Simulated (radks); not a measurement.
# The Coulomb parameter U of the 4f shell of Nd²⁺

The task here is to estimate one member of a computed series from the others.

The numbers are computed with radks (a radial shooting solver on a logarithmic mesh, Libxc functionals) version 1 (scalar-relativistic Kohn-Sham, r2SCAN, spin-unpolarised, spherical densities, finite nucleus), except any that are marked as measured or tabulated.

## What is computed

- element: neodymium (Z = 60)
- charge: +2
- electrons: 58
- configuration: [Xe] 4f3 6p1
- nuclear rms radius: 4.9123 fm

The outer shells:

Nd²⁺
```
[Xe] core
4f [↑ ][↑ ][↑ ][  ][  ][  ][  ]
6p [↑ ][  ][  ]
```

Set-up of the first run:

Input:

```text
Z 60
configuration [Xe] 4f3 6p1
relativity scalar-relativistic
functional r2scan,r2scan
spin unpolarised
nucleus finite rms 4.9123 fm
c 137.035999084
```

Among the steps run: Start: [Xe] 4f3 6p1.

One table of the session follows, with a row left open; its other results are not shown here.

It belongs to the step «Start: [Xe] 4f3 6p1». Radial moments (bohr):

```
level     <r>  outermost maximum (interpolated)  90 % within  nodes
   3d  0.2417                             0.196        0.377      0
   4s  0.6066                             0.565        0.870      3
   4p       ?                                 ?            ?      ?
   4d  0.7036                             0.617         1.06      1
   5s   1.444                              1.31         2.07      4
   5p   1.649                              1.47         2.39      3
   4f  0.9781                             0.650         1.67      0
   6p   4.299                              3.95         6.06      4
```

Estimate the missing values for 4p.

**Answer.** <r>: 0.6416; outermost maximum (interpolated): 0.589; 90 % within: 0.932; nodes: 2. In the column «<r>» it lies between 4s (0.6066) and 4d (0.7036).
